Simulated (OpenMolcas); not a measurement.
**W⁵⁺ among point charges: CASSCF and CASPT2 levels and susceptibility**

Aim: the splitting of the states of W⁵⁺ in the field of 6 point charges, its lowest levels with spin-orbit coupling and its magnetic susceptibility.

Method: state-averaged CASSCF and CASPT2, spin-orbit coupling by RASSI with atomic mean-field integrals. Code: OpenMolcas 26.06.

**1. Starting point**

- Species: W⁵⁺ (tungsten, Z = 74, 69 electrons)
- Basis: ANO-RCC-VTZP [8s7p5d3f2g1h], 104 functions
- Scalar Hamiltonian: DKH2, point nucleus
- Inactive shells: 1s 2s 2p 3s 3p 3d 4s 4p 4d 4f 5s 5p
- Active space: 1 electron in 5 orbitals (5d)
- Some configurations of this space: 5d
- Orbitals: optimised for each spin and parity, averaged over all roots

Outer shells as boxes (Hund's rule):

5d
```
5d [↑ ][  ][  ][  ][  ]
```

The ion sits among 6 point charges of -1.7 e arranged as a tetragonal octahedron (D4h), 2.05 Å from the ion, with the axial distance 2.316 Å.

Each step is its own input file, run in one work folder so that later steps find the files of earlier ones. Labels, J, g values, rates, χT and fits are worked out afterwards by a script from the matrices that RASSI stores. The input lists half of the charges; inversion (Group=XYZ) makes the rest.

**2. Basis and integrals**

File a.inp:

```
&GATEWAY
Coord
1

W 0.0 0.0 0.0
Basis=ANO-RCC-VTZP
Group=XYZ
NoMove
AngMom=0.0 0.0 0.0
AMFI
XField
3 Angstrom 0
2.050000 0.000000 0.000000 -1.700000
0.000000 2.050000 0.000000 -1.700000
0.000000 0.000000 2.316500 -1.700000
&SEWARD
```

Run with:

```sh
$ OMP_NUM_THREADS=1 MOLCAS_MEM=1689 MOLCAS_PROJECT=a pymolcas a.inp > a.log
```

Standard output:

```text
Basis set label: W.ANO-RCC...8S7P5D3F2G1H.

      Electronic valence basis set:
      ------------------
      Associated Effective Charge  74.000000 au
      Associated Actual Charge     74.000000 au
      Nuclear Model: Point charge

      Shell  nPrim  nBasis  Cartesian Spherical Contaminant
         s      24       8        X
         p      21       7        X
         d      15       5                 X
         f      11       3                 X
         g       4       2                 X
         h       2       1                 X
                  Relativistic Douglas-Kroll-Hess integrals:
                    - DKH order of Hamiltonian: 2
                    - DKH order of Properties : 0
                  Atomic mean-field integrals
```

**3. CASSCF: doublets of even parity, 5 roots**

File a.inp:

```
&RASSCF
FileOrb=start.orb
Symmetry=1
Spin=2
nActEl=1 0 0
Inactive=15 19
Ras2=5 0
CIRoot=5 5 1
SDav=5
CIMx=300
Iter=120 100
PrWF=0.3
OrbListing=Nothing
MaxOrb=0
>>> COPY $Project.JobIph JOB001
```

start.orb holds the contracted functions of the basis, ordered by shell, or the orbitals of the step before.

Standard output (excerpt; [...] marks lines left out):

```text
[...]
      Number of active orbitals                  5
[...]
      Spin quantum number                      0.5
[...]
      Active orbitals                            5   0
[...]
      Number of CSFs                             5
      Number of root(s) required                 5
[...]
      Convergence after  9 iterations
[...]
      Natural orbitals and occupation numbers for root  1
      sym 1:   0.000000  -0.000000  -0.000000   1.000000   0.000000
      Natural orbitals and occupation numbers for root  2
      sym 1:   0.000000   1.000000   0.000000  -0.000000   0.000000
      Natural orbitals and occupation numbers for root  3
      sym 1:   1.000000  -0.000000   0.000000   0.000000   0.000000
::    RASSCF root number  1 Total energy: -16135.16327497
::    RASSCF root number  2 Total energy: -16135.16327497
::    RASSCF root number  3 Total energy: -16135.14723935
::    RASSCF root number  4 Total energy: -16135.13844635
::    RASSCF root number  5 Total energy: -16135.10357373
```

**4. State interaction with spin-orbit coupling**

File a.inp:

```
&RASSI
NrOfJobIphs=1 5
1 2 3 4 5
IphNames
JOB001
EJob
SpinOrbit
DIPRint=1.0
SOCoupling=1000.0
Subsets=2
Property=9
'ANGMOM' 1 'ANGMOM' 2 'ANGMOM' 3 'MLTPL  1' 1 'MLTPL  1' 2 'MLTPL  1' 3
'AMFI' 1 'AMFI' 2 'AMFI' 3
SOProperty=3
'ANGMOM' 1 'ANGMOM' 2 'ANGMOM' 3
```

Run with:

```sh
$ OMP_NUM_THREADS=1 MOLCAS_MEM=1689 MOLCAS_PROJECT=a pymolcas a.inp > a.log
```

Standard output (excerpt; [...] marks lines left out):

```text
SPIN-FREE ENERGIES:
  (Shifted by EMIN (a.u.) =     -16135.1632749652)
 SF State       Relative EMIN(au)   Rel lowest level(eV)    D:o, cm**(-1)      L_eff
     1             0.0000000000        0.0000000000              0.0000         2.0
     2             0.0000000000        0.0000000000              0.0000         2.0
     3             0.0160356188        0.4363514174           3519.4115         2.0
     4             0.0248286166        0.6756210751           5449.2515         2.0
     5             0.0597012372        1.6245534252          13102.9070         2.0
     Dipole printing threshold changed to   1.00000000E+00
Eigenvalues of complex Hamiltonian:
   -----------------------------------
  (Shifted by EMIN (a.u.) =     -16135.1632749652)
 SO State       Relative EMIN(au)   Rel lowest level(eV)    D:o, cm**(-1)     J-value
     1            -0.0170524146        0.0000000000              0.0000         1.5
     2            -0.0170524146        0.0000000000              0.0000         1.5
     3            -0.0055718440        0.3124022414           2519.6940         1.1
     4            -0.0055718440        0.3124022414           2519.6940         1.1
     5             0.0229516050        1.0885648293           8779.8675         1.9
     6             0.0229516050        1.0885648293           8779.8675         1.9
     7             0.0340239969        1.3898599639          11209.9766         2.4
     8             0.0340239969        1.3898599639          11209.9766         2.4
     9             0.0662141293        2.2657980898          18274.8940         1.2
    10             0.0662141293        2.2657980898          18274.8940         1.2
Weights of the five most important spin-orbit-free states for each spin-orbit state.
[...]
```

Time for these steps: 3.1 s (1 thread of Arm Neoverse V1, shared host).

States without spin-orbit coupling:

```
state  degeneracy  E (cm-1)  free-ion L (%)
   2E           2         0         D (100)
  2B2           1      3519         D (100)
  2A1           1      5449         D (100)
  2B1           1     13103         D (100)
```

With spin-orbit coupling:

```tsv
E (cm-1)	Degeneracy	Label	2S+1	g
0.0	2	E1/2	2	0.36 1.52 1.52
2520	2	E3/2	2	0.11 0.11 2.71
8780	2	E3/2	2	1.32 2.22 2.22
11210	2	E1/2	2	1.64 3.52 3.52
18275	2	E3/2	2	2.12 2.12 4.03
```

Principal g values are given for doublets only; a zero marks a field direction without first-order Zeeman splitting.

Powder χT (cm³ K/mol): 0.15 at 2 K, 0.15 at 5 K, 0.15 at 10 K, 0.15 at 20 K, 0.15 at 50 K, 0.15 at 100 K, 0.15 at 150 K, 0.16 at 200 K, 0.16 at 250 K, 0.16 at 300 K.

Orbitals of the lowest block (energies include the constant potential of the surroundings):

```
shell     space  energy (hartree)  mean occupation  ⟨r²⟩ (bohr²)
   1s  inactive        -2563.2909            2.000      0.000431
   2s  inactive         -447.6386            2.000       0.00704
   2p  inactive         -392.9781            6.000       0.00582
   3s  inactive         -105.1293            2.000        0.0460
   3p  inactive          -88.5404            6.000        0.0466
   3d  inactive          -68.6670           10.000        0.0390
   4s  inactive          -22.6078            2.000         0.229
   4p  inactive          -17.0367            6.000         0.259
   4d  inactive           -9.6838           10.000         0.304
   4f  inactive           -1.5019           14.000         0.488
   5s  inactive           -3.0530            2.000          1.28
   5p  inactive           -1.4978            6.000          1.53
   5d      RAS2                              1.000          3.02
```

**5. CASPT2: IPEA 0.25, imaginary shift 0.1 (closed shells correlated: 4f 5s 5p)**

File a.inp:

```
>>> COPY JOB001 $Project.JobIph
&CASPT2
Multistate=5 1 2 3 4 5
NoMult
Frozen=14 9
IPEA=0.25
Imaginary=0.1
MaxIter=60
WThr=0.0 0.3 0.05
PrWF=0.5
NoMix
```

Standard output:

```text
Orbital specifications:
      -----------------------

      Symmetry species                           1   2
                                                ag  au
      Frozen orbitals                           14   9
      Inactive orbitals                          1  10
      Active orbitals                            5   0
      Secondary orbitals                        31  34
      Deleted orbitals                           0   0
      Number of basis functions                 51  53
Type of calculation                        SS-CASPT2
      Fock operator                              state-specific
      IPEA shift                                 0.25
      Real shift                                 0.00
      Imaginary shift                            0.10
      The input orbitals will be transformed to quasi-canonical
Reference energy:      -16135.1632749652
      E2 (Non-variational):      -1.0362878387
      Shift correction:          -0.0001065650
      E2 (Variational):          -1.0363944037
      Total energy:          -16136.1996693689
      Residual norm:              0.0000001088
      Reference weight:           0.92027
      Contributions to the CASPT2 correlation energy
      Active & Virtual Only:          0.0000000000
      One Inactive Excited:          -0.0630303638
      Two Inactive Excited:          -0.9732574749
Reference energy:      -16135.1632749652
      E2 (Non-variational):      -1.0362877996
      Shift correction:          -0.0001065649
      E2 (Variational):          -1.0363943646
      Total energy:          -16136.1996693297
      Residual norm:              0.0000001088
      Reference weight:           0.92027
      Contributions to the CASPT2 correlation energy
      Active & Virtual Only:          0.0000000000
      One Inactive Excited:          -0.0630303246
      Two Inactive Excited:          -0.9732574750
::    CASPT2 Root  1     Total energy: -16136.19966937
::    CASPT2 Root  2     Total energy: -16136.19966933
::    CASPT2 Root  3     Total energy: -16136.18334605
::    CASPT2 Root  4     Total energy: -16136.17499636
::    CASPT2 Root  5     Total energy: -16136.14063383
```

Time for this run: 2.8 s (1 thread of Arm Neoverse V1, shared host).

SS-CASPT2: lowest energy less the reference's lowest, -1.0364 hartree; reference weights 0.920.

Spin-free states, with their symmetry labels:

```
state  degeneracy  E (cm-1)  free-ion L (%)
   2E           2         0         D (100)
  2B2           1      3583         D (100)
  2A1           1      5415         D (100)
  2B1           1     12957         D (100)
```

With spin-orbit coupling:

```csv
E (cm-1),Degeneracy,Label,2S+1,g
0,2,E1/2,2,0.36 1.52 1.52
2540,2,E3/2,2,0.11 0.11 2.73
8820,2,E3/2,2,1.33 2.22 2.22
11190,2,E1/2,2,1.64 3.52 3.52
18150,2,E3/2,2,2.11 2.11 4.06
```

Powder χT (cm³ K/mol): 0.15 at 2 K, 0.15 at 5 K, 0.15 at 10 K, 0.15 at 20 K, 0.15 at 50 K, 0.15 at 100 K, 0.16 at 150 K, 0.16 at 200 K, 0.16 at 250 K, 0.16 at 300 K.

**6. The methods side by side**

A. CASSCF
B. SS-CASPT2, IPEA 0.25, imaginary shift 0.1 (closed shells correlated: 4f 5s 5p)

```
method  ground state  first state of that spin (cm-1)  first gap with spin-orbit (cm-1)  χT at 300 K
     A            2E                         2B2 3519                            2519.7         0.16
     B            2E                         2B2 3583                            2536.7         0.16
```

**7. Results**

| quantity | value |
| --- | --- |
| method | SS-CASPT2, IPEA 0.25, imaginary shift 0.1 (closed shells correlated: 4f 5s 5p) |
| spin-free ground state | 2E, 2-fold in its orbital part |
| first state of the same spin within the active space | 2B2 at 3580 cm⁻¹ |
| lowest level | 2-fold E1/2, g = 0.36, 1.52, 1.52 |
| next level | 2536.7 cm⁻¹ |
| χT at 300 K | 0.16 cm³ K/mol |
| effective moment at 300 K | 1.14 μB |

Cost by method:

```
                                                 method  time of its own steps  time with the reference
                                              A. CASSCF                  3.1 s                    3.1 s
B. SS-CASPT2, IPEA 0.25, imaginary shift 0.1, +4f 5s 5p                  2.8 s                    5.9 s
```

Times are of one thread on a shared host.

In words: The spin-free ground state (2E) comes to 100 % from free-ion D terms and keeps the highest spin of the shell. χT at 300 K is 0.16, against 0.38 cm³ K/mol for the spin alone, so orbital moment lowers it. The field of point charges can differ much from that of real complexes. Point charges carry no covalency, so the field is a model and not that of real ligands.
